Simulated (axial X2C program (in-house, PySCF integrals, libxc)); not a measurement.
# All-electron X2C curves of TeIn⁻

What are the state, bond length, wavenumber and bond energy of TeIn⁻, and what does spin–orbit coupling change?

Program: an in-house X2C program for linear molecules on PySCF integrals. Level of theory: all-electron X2C, Te dyall-acv3z, In dyall-acv3z. These are calculated values, not measurements.

## Step 1: The job

The input, task.json:

```json
{"zs": [52, 49], "q": -1, "bas": ["dyall-acv3z", "dyall-acv3z"], "levels": ["PBE0", "HF", "M06"], "cc": true, "r0": 2.64, "thr": -1.0, "nmax": 90, "npts": 10, "nst": 2, "ntry": 6}
```

Keys: zs atomic numbers; q charge; bas basis sets; levels methods (HF also brings MP2); cc coupled cluster on or off; r0 starting distance in Å; thr threshold in hartree for freezing inner shells (an s shell follows its p shell); nmax most natural virtual spinors; npts points asked for on the curve; nst determinants followed; ntry starts of the search.

Launch:

```
$ python so2c.py task.json out
```

Spin-free means the one-electron spin-free X2C Hamiltonian; two-component (2c) means X2C with spin–orbit coupling and atomic mean-field two-electron Coulomb and Gaunt terms. Basis: Te dyall-acv3z contracted to [12s13p9d5f1g], In dyall-acv3z contracted to [12s13p10d5f1g]; Gaussian nuclei, density fitting. Masses: Te 129.906 u, In 114.904 u.

Notation: σ, π±, δ± give the projection m of an orbital's angular momentum (0, ±1, ±2), α and β its spin, Λ and M_S the sums; ω is the projection of a spinor's total angular momentum and Ω the sum. Logs are in hartree.

The results follow Hamiltonian by Hamiltonian and level by level.

## Step 2: Which state to follow

Determinants are compared with PBE0 at 2.640 Å.

Spin-free determinants:

```tsv
ΔE (eV)	state	open shells
0.00	M_S = 0, Λ = 0	closed shell
2.03	M_S = 1, Λ = 1	beyond closed shells: σα, π+α
2.24	M_S = 0, Λ = 1	beyond closed shells: σα, π+β
2.44	M_S = 1, Λ = 0	beyond closed shells: π+α, π+β, 2 × π-α
2.44	M_S = 1, Λ = 2	beyond closed shells: 2 × π+α, π+β, π-α
2.72	M_S = 1, Λ = 0	beyond closed shells: 2 × σα
3.02	M_S = 1, Λ = 1	beyond closed shells: σα, π+α, π+β, π-α
```

Two-component determinants:

```tsv
ΔE (eV)	state	open shells
0.00	Ω = 0	closed shell
2.09	Ω = 2	excess of +ω over −ω: ω = 1/2, ω = 3/2
2.09	Ω = 1	excess of +ω over −ω: 2 × ω = 1/2
2.17	Ω = 1	excess of +ω over −ω: ω = -1/2, ω = 3/2
2.23	Ω = 2	excess of +ω over −ω: ω = 1/2, ω = 3/2
2.25	Ω = 1	excess of +ω over −ω: ω = -1/2, ω = 3/2
2.31	Ω = 3	excess of +ω over −ω: 2 × ω = 3/2
```

## Step 3: PBE0, spin-free

State followed: M_S = 0, Λ = 0 (closed shell). The scan is laid around 2.663 Å, a first estimate of the minimum, and this SCF restarts from the orbitals of the search.

The SCF at the reference distance of 2.663 Å:

```text
spin-free X2C-1e  PBE0
basis functions 285  fitting functions 1447  grid points 5802
iter        total energy     max residual
   1     -12673.086618903     5.06e+00
   2     -12674.288681533     1.04e-02
   3     -12674.284360047     1.61e-02
   4     -12674.294515586     2.22e-03
   5     -12674.294591509     1.88e-03
   6     -12674.294780847     1.81e-04
   7     -12674.294781725     1.19e-04
   8     -12674.294782004     1.93e-05
   9     -12674.294782011     5.72e-06
  10     -12674.294782013     9.69e-07
converged
one-electron -18449.32930824  Coulomb 5607.24474640  exact exchange -83.39566078  xc functional -255.13958134  nuclear repulsion 506.32502194
```

Along the bond, energies from the lowest point:

```
R (Å)  E (eV)  μ (D)  HOMO (eV)  LUMO (eV)  iterations
2.317  0.8098   0.09      -0.67       2.37          13
2.423  0.3261   0.75      -0.79       2.35          12
2.503  0.1239   1.25      -0.87       2.33          12
2.583  0.0233   1.76      -0.93       2.31          11
2.663  0.0000   2.25      -0.98       2.28          10
2.756  0.0454   2.82      -0.99       2.24          13
2.849  0.1472   3.38      -0.90       2.18          13
2.969  0.3338   4.07      -0.79       2.09          12
3.116  0.6128   4.86      -0.69       1.97          14
3.329  1.0596   5.89      -0.56       1.76          15
```

Dipoles are positive if In is the positive end and refer to the centre of mass.

Outer orbitals at the reference distance:

```
symmetry  occupied  ε (eV)              atomic character
     δ-α       yes  -16.31                     100% In d
     δ+α       yes  -16.31                     100% In d
      σα       yes  -16.23                      98% In d
     π-α       yes  -16.16                     100% In d
     π+α       yes  -16.16                     100% In d
      σα       yes  -10.64    72% Te s, 9% In p, 8% In d
      σα       yes   -4.73   54% In s, 32% Te p, 6% Te s
     π-α       yes   -1.10   76% Te p, 14% In p, 6% In d
     π+α       yes   -1.10   76% Te p, 14% In p, 6% In d
      σα       yes   -0.98  43% Te p, 36% In p, 15% In s
      σα        no    2.28            83% In p, 15% In s
     π-α        no    2.28    87% In p, 6% In d, 4% Te p
     π+α        no    2.28    87% In p, 6% In d, 4% Te p
      σα        no    2.67   74% In s, 14% In p, 9% Te p
```

PBE0 fields in the half plane through the axis: z from -2.4 to 4.8 Å across, distance from the axis 0.15 to 2.25 Å upwards; Te lies at z = 0 and In at z = 2.663 Å; the ELF is damped to zero where the density is low.

log10 density (e/bohr³). Ten even steps from ' ' (-3.77 ) to '@' (1.83 ):
```
      ........::::::::::......................    
    ....::::::::::::::::::::::::::::::::::......  
  ....::::::------------::::::::::::::::::::::....
  ..::::------======----------------------::::::..
....::----==============------==========----::::..
..::::----====++++++============++++++====----::::
..::::--====++**##**++========**####**++==----::::
..::----==++**##@@##**++====++**##@@##**++==--::::
```

ELF. Ten even steps from '0' (0.01 ) to '9' (0.94 ):
```
0001344555543110112344321
0013456666654211124567763
0134677777765322234678886
1246788877776422223578998
1357887555676421222357999
2467873222366412443236999
2467742686246325877435899
2467735585526327175635899
```

Re = 2.651 Å, ωe = 205.5 cm⁻¹, ωexe = 0.35 cm⁻¹, Be = 0.03933 cm⁻¹, De = 3.17 eV, μ = 2.18 D.

## Step 4: HF, spin-free

The SCF at the reference distance of 2.663 Å:

```text
spin-free X2C-1e  HF
basis functions 285  fitting functions 1447  grid points 5802
iter        total energy     max residual
   1     -12669.342182999     2.42e-01
   2     -12669.379605834     4.78e-03
   3     -12669.380909120     2.21e-03
   4     -12669.381106990     1.45e-03
   5     -12669.381168330     3.92e-04
   6     -12669.381182663     2.09e-04
   7     -12669.381185908     7.65e-05
   8     -12669.381186874     3.41e-05
   9     -12669.381187001     7.48e-06
  10     -12669.381187006     2.07e-06
  11     -12669.381187007     7.18e-07
converged
one-electron -18447.34084907  Coulomb 5605.35439319  exact exchange -333.71975307  xc functional 0.00000000  nuclear repulsion 506.32502194
```

Re = 2.662 Å, ωe = 210.3 cm⁻¹, ωexe = 0.333 cm⁻¹, Be = 0.03901 cm⁻¹, De = 1.98 eV, μ = 2.73 D.

## Step 5: M06, spin-free

Output at 2.663 Å:

```text
spin-free X2C-1e  M06
basis functions 285  fitting functions 1447  grid points 5802
iter        total energy     max residual
   1     -12675.195747563     1.40e-01
   2     -12675.202807648     7.60e-03
   3     -12675.190468034     1.71e-02
   4     -12675.206473586     1.10e-03
   5     -12675.206484223     8.52e-04
   6     -12675.206529356     1.44e-04
   7     -12675.206531270     6.13e-05
   8     -12675.206531543     1.06e-05
   9     -12675.206531553     3.78e-06
  10     -12675.206531554     1.29e-06
converged
one-electron -18448.47599331  Coulomb 5606.40583744  exact exchange -90.07265814  xc functional -249.38873949  nuclear repulsion 506.32502194
```

Re = 2.678 Å, ωe = 200.9 cm⁻¹, ωexe = 0.361 cm⁻¹, Be = 0.03855 cm⁻¹, De = 3.14 eV, μ = 2.01 D.

## Step 6: Correlated methods, spin-free

Correlated methods: 10 electrons correlated (frozen shells, counted by type: Te 4 s, 3 p, 2 d; In 4 s, 3 p, 2 d), 372 virtual spinors in MP2, 88 natural virtuals in coupled cluster.

Output of the correlated part at 2.663 Å:

```text
correlated 10  virtual 372  natural virtual 88  E(MP2) -0.194183575  MP2 remainder -0.009243742
iter   CCSD correlation   residual
   1     -0.196760611   1.39e-01
   2     -0.202805192   5.76e-02
   3     -0.204693987   2.53e-02
   4     -0.204693209   8.40e-03
   5     -0.204739408   3.20e-03
   6     -0.204741834   1.35e-03
   7     -0.204742837   3.73e-04
   8     -0.204745902   1.14e-04
   9     -0.204744904   3.47e-05
  10     -0.204744922   1.13e-05
(T) -0.012093639  T1 0.0308  D1 0.0439  max T2 0.055
```

T1 in the output is the amplitude norm over the root of the electron number; divide by √2 for the Lee–Taylor value.

MP2: Re = 2.678 Å, ωe = 205.3 cm⁻¹, Be = 0.03854 cm⁻¹, De = 3.21 eV.

CCSD: Re = 2.678 Å, ωe = 205.4 cm⁻¹, ωexe = 0.339 cm⁻¹, Be = 0.03855 cm⁻¹, De = 2.97 eV. T1 at Re = 0.022 (Lee–Taylor, the printed value over √2).

CCSD(T): Re = 2.689 Å, ωe = 201.0 cm⁻¹, ωexe = 0.349 cm⁻¹, Be = 0.03824 cm⁻¹, De = 3.13 eV. T1 at Re = 0.022 (Lee–Taylor, the printed value over √2).

## Step 7: A higher determinant, spin-free

State: M_S = 1, Λ = 1 (beyond closed shells: σα, π+α).

Output at the reference distance:

```text
spin-free X2C-1e  PBE0
basis functions 285  fitting functions 1447  grid points 5802
iter        total energy     max residual
   1     -12673.032580613     5.02e+00
   2     -12674.214566501     1.01e-02
   3     -12674.211662502     1.61e-02
   4     -12674.220586325     1.30e-03
   5     -12674.220658302     9.55e-04
   6     -12674.220696150     3.27e-04
   7     -12674.220699955     1.81e-04
   8     -12674.220700784     3.51e-05
   9     -12674.220700885     2.13e-05
  10     -12674.220700915     6.36e-06
  11     -12674.220700920     1.46e-06
  12     -12674.220700920     9.47e-07
converged
one-electron -18446.38917695  Coulomb 5604.34748963  exact exchange -83.39219951  xc functional -255.11183603  nuclear repulsion 506.32502194
```

| R (Å) | E above the lowest PBE0 point (eV) |
| --- | --- |
| 2.317 | 2.851 |
| 2.423 | 2.387 |
| 2.503 | 2.184 |
| 2.583 | 2.068 |
| 2.663 | 2.016 |
| 2.756 | 2.009 |
| 2.849 | 2.039 |
| 2.969 | 2.109 |
| 3.116 | 2.214 |

Re = 2.722 Å, ωe = 150.6 cm⁻¹, ωexe = 0.856 cm⁻¹, Be = 0.03731 cm⁻¹, μ = -0.33 D. Te = 2.01 eV. As a difference of two determinants it need not be a gap between pure terms.

## Step 8: The spin-free curves together

Energy (eV) of the followed determinant, spin-free, from each level's lowest point:

| R (Å) | PBE0 | HF | MP2 | CCSD | CCSD(T) | M06 |
| --- | --- | --- | --- | --- | --- | --- |
| 2.317 | 0.810 | 0.909 | 0.968 | n/a | n/a | 0.935 |
| 2.423 | 0.326 | 0.379 | 0.419 | 0.418 | 0.440 | 0.403 |
| 2.503 | 0.124 | 0.152 | 0.178 | 0.177 | 0.193 | 0.170 |
| 2.583 | 0.023 | 0.034 | 0.047 | 0.047 | 0.054 | 0.045 |
| 2.663 | 0.000 | 0.000 | 0.000 | 0.000 | 0.000 | 0.000 |
| 2.756 | 0.045 | 0.039 | 0.025 | 0.025 | 0.016 | 0.024 |
| 2.849 | 0.147 | 0.141 | 0.113 | 0.113 | 0.094 | 0.108 |
| 2.969 | 0.334 | 0.333 | 0.289 | 0.289 | 0.256 | 0.275 |
| 3.116 | 0.613 | 0.626 | 0.563 | n/a | n/a | 0.532 |
| 3.329 | 1.060 | 1.103 | 1.016 | n/a | n/a | 0.949 |

## Step 9: PBE0, 2c

State followed: Ω = 0 (closed shell). The scan is laid around 2.663 Å, a first estimate of the minimum, and this SCF restarts from the orbitals of the search.

The SCF at the reference distance of 2.663 Å:

```text
two-component X2C + atomic mean field  PBE0
basis functions 285  fitting functions 1447  grid points 5802
iter        total energy     max residual
   1     -12667.698070837     5.08e+00
   2     -12668.967091408     1.06e-02
   3     -12668.962845322     1.64e-02
   4     -12668.972969956     2.09e-03
   5     -12668.973029502     1.85e-03
   6     -12668.973216272     1.86e-04
   7     -12668.973217207     1.20e-04
   8     -12668.973217482     1.90e-05
   9     -12668.973217490     5.78e-06
  10     -12668.973217491     9.58e-07
converged
one-electron -18433.95819276  Coulomb 5604.31704087  exact exchange -83.34472528  xc functional -254.99174459  nuclear repulsion 506.32502194  atomic mean-field constant -7.32061767
```

Along the bond, energies from the lowest point:

```
R (Å)  E (eV)  μ (D)  HOMO (eV)  LUMO (eV)  iterations
2.317  0.8177   0.05      -0.66       2.37          13
2.423  0.3322   0.70      -0.76       2.35          12
2.503  0.1282   1.19      -0.83       2.32          12
2.583  0.0256   1.68      -0.87       2.30          11
2.663  0.0000   2.17      -0.89       2.26          10
2.756  0.0423   2.72      -0.79       2.21          13
2.849  0.1407   3.26      -0.70       2.15          13
2.969  0.3222   3.91      -0.60       2.05          12
3.116  0.5940   4.66      -0.50       1.92          14
3.329  1.0278   5.61      -0.38       1.72          15
```

Dipoles are positive if In is the positive end and refer to the centre of mass.

Outer spinors at the reference distance:

```csv
ω,occupied,ε (eV),atomic character,λ mixture
3/2,yes,-16.77,100% In d,"85% δ, 15% π"
1/2,yes,-16.68,99% In d,"56% π, 44% σ"
5/2,yes,-15.96,100% In d,100% δ
1/2,yes,-15.86,99% In d,"56% σ, 44% π"
3/2,yes,-15.84,100% In d,"85% π, 15% δ"
1/2,yes,-10.65,"72% Te s, 9% In p, 8% In d",100% σ
1/2,yes,-4.73,"54% In s, 33% Te p, 6% Te s",100% σ
1/2,yes,-1.45,"71% Te p, 15% In p, 5% In d","80% π, 20% σ"
3/2,yes,-0.89,"74% Te p, 16% In p, 6% In d",100% π
1/2,yes,-0.89,"48% Te p, 34% In p, 11% In s","80% σ, 20% π"
1/2,no,2.26,"85% In p, 6% In d, 3% Te p","88% π, 12% σ"
1/2,no,2.29,"86% In p, 10% In s","88% σ, 12% π"
3/2,no,2.30,"88% In p, 6% In d, 3% Te p",100% π
1/2,no,2.71,"73% In s, 15% In p, 8% Te p","96% σ, 4% π"
```

PBE0 fields in the half plane through the axis: z from -2.4 to 4.8 Å across, distance from the axis 0.15 to 2.25 Å upwards; Te lies at z = 0 and In at z = 2.663 Å; the ELF is damped to zero where the density is low.

log10 density (e/bohr³). Ten even steps from '0' (-3.77 ) to '9' (1.83 ):
```
0001111222221111111111100
0011222222222222222221110
0112223333332222222222211
0122333444333333333332221
1123344444443334444433221
1223344555444444555443322
1223445676544446776543322
1233456797654456797654322
```

ELF. Ten even steps from '0' (0.01 ) to '9' (0.94 ):
```
0001344555543110112344321
0013456666654211224567653
0134677777765322234678886
1246788877776422223578998
1357887555676421222357999
2467873222366412443236999
2467742686246325877435899
2467735585526327185635899
```

Re = 2.655 Å, ωe = 203.8 cm⁻¹, ωexe = 0.358 cm⁻¹, Be = 0.03923 cm⁻¹, De = 2.94 eV, μ = 2.12 D.

## Step 10: HF, 2c

Output at 2.663 Å:

```text
two-component X2C + atomic mean field  HF
basis functions 285  fitting functions 1447  grid points 5802
iter        total energy     max residual
   1     -12664.015648739     2.45e-01
   2     -12664.052974489     4.81e-03
   3     -12664.054262353     2.22e-03
   4     -12664.054458228     1.44e-03
   5     -12664.054519129     3.87e-04
   6     -12664.054533677     2.05e-04
   7     -12664.054536983     7.44e-05
   8     -12664.054537991     3.26e-05
   9     -12664.054538131     7.24e-06
  10     -12664.054538140     4.08e-06
  11     -12664.054538142     2.41e-06
converged
one-electron -18431.95744227  Coulomb 5602.41359949  exact exchange -333.51509963  xc functional 0.00000000  nuclear repulsion 506.32502194  atomic mean-field constant -7.32061767
```

Re = 2.666 Å, ωe = 208.6 cm⁻¹, ωexe = 0.34 cm⁻¹, Be = 0.03891 cm⁻¹, De = 1.63 eV, μ = 2.65 D.

## Step 11: M06, 2c

Output at 2.663 Å:

```text
two-component X2C + atomic mean field  M06
basis functions 285  fitting functions 1447  grid points 5802
iter        total energy     max residual
   1     -12669.872613765     1.40e-01
   2     -12669.879816807     7.67e-03
   3     -12669.867645477     1.69e-02
   4     -12669.883471494     1.10e-03
   5     -12669.883482955     8.38e-04
   6     -12669.883528141     1.38e-04
   7     -12669.883529994     6.02e-05
   8     -12669.883530337     1.09e-05
   9     -12669.883530348     6.22e-06
  10     -12669.883530350     2.92e-06
  11     -12669.883530350     1.07e-06
converged
one-electron -18433.09830073  Coulomb 5603.47218253  exact exchange -90.01787904  xc functional -249.24393738  nuclear repulsion 506.32502194  atomic mean-field constant -7.32061767
```

Re = 2.683 Å, ωe = 198.6 cm⁻¹, ωexe = 0.372 cm⁻¹, Be = 0.03842 cm⁻¹, De = 2.70 eV, μ = 1.94 D.

## Step 12: Correlated methods, 2c

Correlated methods: 10 electrons correlated (frozen shells, counted by type: Te 4 s, 3 p, 2 d; In 4 s, 3 p, 2 d), 372 virtual spinors in MP2, 90 natural virtuals in coupled cluster.

Output of the correlated part at 2.663 Å:

```text
correlated 10  virtual 372  natural virtual 90  E(MP2) -0.193431060  MP2 remainder -0.008883466
iter   CCSD correlation   residual
   1     -0.196438095   1.37e-01
   2     -0.202462446   5.65e-02
   3     -0.204268711   2.47e-02
   4     -0.204269603   8.17e-03
   5     -0.204313690   3.07e-03
   6     -0.204315566   1.29e-03
   7     -0.204316779   3.59e-04
   8     -0.204319633   1.09e-04
   9     -0.204318680   3.46e-05
  10     -0.204318707   1.26e-05
  11     -0.204318550   5.14e-06
  12     -0.204318548   2.47e-06
(T) -0.011980579  T1 0.0299  D1 0.0426  max T2 0.057
```

MP2: Re = 2.681 Å, ωe = 203.9 cm⁻¹, Be = 0.03846 cm⁻¹, De = 2.90 eV.

CCSD: Re = 2.681 Å, ωe = 203.8 cm⁻¹, ωexe = 0.354 cm⁻¹, Be = 0.03846 cm⁻¹, De = 2.66 eV. T1 at Re = 0.022 (Lee–Taylor, the printed value over √2).

CCSD(T): Re = 2.692 Å, ωe = 199.5 cm⁻¹, ωexe = 0.361 cm⁻¹, Be = 0.03816 cm⁻¹, De = 2.81 eV. T1 at Re = 0.022 (Lee–Taylor, the printed value over √2).

## Step 13: A higher determinant, 2c

State: Ω = 2 (excess of +ω over −ω: ω = 1/2, ω = 3/2).

Output at the reference distance:

```text
two-component X2C + atomic mean field  PBE0
basis functions 285  fitting functions 1447  grid points 5802
iter        total energy     max residual
   1     -12667.639244155     5.04e+00
   2     -12668.890724618     1.02e-02
   3     -12668.887935176     1.69e-02
   4     -12668.896932928     1.26e-03
   5     -12668.897023135     6.64e-04
   6     -12668.897041093     2.55e-04
   7     -12668.897044493     1.42e-04
   8     -12668.897045571     3.67e-05
   9     -12668.897045910     2.72e-05
  10     -12668.897046058     1.76e-05
  11     -12668.897046117     8.58e-06
  12     -12668.897046136     2.29e-06
  13     -12668.897046137     1.11e-06
converged
one-electron -18430.66602023  Coulomb 5601.06441785  exact exchange -83.33999987  xc functional -254.95984815  nuclear repulsion 506.32502194  atomic mean-field constant -7.32061767
```

| R (Å) | E above the lowest PBE0 point (eV) |
| --- | --- |
| 2.317 | 2.942 |
| 2.423 | 2.473 |
| 2.503 | 2.264 |
| 2.583 | 2.138 |
| 2.663 | 2.073 |
| 2.756 | 2.047 |
| 2.849 | 2.054 |
| 2.969 | 2.090 |
| 3.116 | 2.154 |

Re = 2.775 Å, ωe = 123.0 cm⁻¹, ωexe = 1.09 cm⁻¹, Be = 0.0359 cm⁻¹, μ = -0.72 D. Te = 2.05 eV. As a difference of two determinants it need not be a gap between pure terms.

## Step 14: The 2c curves together

Energy (eV) of the followed determinant, 2c, from each level's lowest point:

```csv
R (Å),PBE0,HF,MP2,CCSD,CCSD(T),M06
2.317,0.818,0.918,0.975,n/a,n/a,0.946
2.423,0.332,0.386,0.424,0.424,0.446,0.411
2.503,0.128,0.157,0.182,0.182,0.197,0.176
2.583,0.026,0.037,0.049,0.049,0.056,0.048
2.663,0.000,0.000,0.000,0.000,0.000,0.000
2.756,0.042,0.036,0.022,0.022,0.013,0.020
2.849,0.141,0.134,0.107,0.107,0.088,0.099
2.969,0.322,0.321,0.279,0.277,0.247,0.259
3.116,0.594,0.606,0.548,n/a,n/a,0.507
3.329,1.028,1.068,0.993,n/a,n/a,0.906
```

Time for the job: 4.8 min (1 thread of Arm Neoverse V1, shared host); peak memory 0.82 GiB.

## Step 15: What came out

Lowest determinant that the search found at its distance, spin-free: M_S = 0, Λ = 0 (closed shell).

Lowest determinant that the search found at its distance, 2c: Ω = 0 (closed shell).

```
Hamiltonian    level  Re (Å)  ωe (cm⁻¹)  De (eV)  μ (D)
  spin-free     PBE0   2.651      205.5     3.17   2.18
  spin-free       HF   2.662      210.3     1.98   2.73
  spin-free      MP2   2.678      205.3     3.21    n/a
  spin-free     CCSD   2.678      205.4     2.97    n/a
  spin-free  CCSD(T)   2.689      201.0     3.13    n/a
  spin-free      M06   2.678      200.9     3.14   2.01
         2c     PBE0   2.655      203.8     2.94   2.12
         2c       HF   2.666      208.6     1.63   2.65
         2c      MP2   2.681      203.9     2.90    n/a
         2c     CCSD   2.681      203.8     2.66    n/a
         2c  CCSD(T)   2.692      199.5     2.81    n/a
         2c      M06   2.683      198.6     2.70   1.94
```

Dipoles are positive if In is the positive end and refer to the centre of mass.

Time per point (s) on 1 thread of Arm Neoverse V1, shared host (2c runs; CCSD comes with the CCSD(T) run); the times are rough: PBE0 1.5, HF 1.2, MP2 1.7, CCSD(T) 5.4, M06 2.4.

What this shows: At CCSD(T), going from spin-free to two-component changes Re by +3 mÅ, ωe by -0.7 %, which is small (part of it comes from the scalar share of the two-electron terms). De moves by -0.32 eV; both De rest on single-determinant atoms, which can miss part of an open shell's spin–orbit lowering.

De refers to Te- + In, each in the lowest determinant found, which need not be this curve's own limit. Each curve is one determinant whose occupation by symmetry is held fixed; it was picked as the lowest of a PBE0 search that is not exhaustive. The closed shell is kept restricted; where the fragments are open shells, the energy then runs too high at long range. De is counted from the lowest determinant-based energies of the atoms at the same level, without counterpoise correction. Coupled cluster ran in a truncated set of natural virtual spinors; the MP2 energy of the rest was added. The meta-GGAs lack a current-density term, which matters for open shells with orbital currents, atoms included. With the outer-core shells frozen, correlated bond lengths of heavy atoms tend to come out a few hundredths of an ångström too long. T1 at Re is 0.022 (Lee–Taylor), above the customary mark of 0.02.
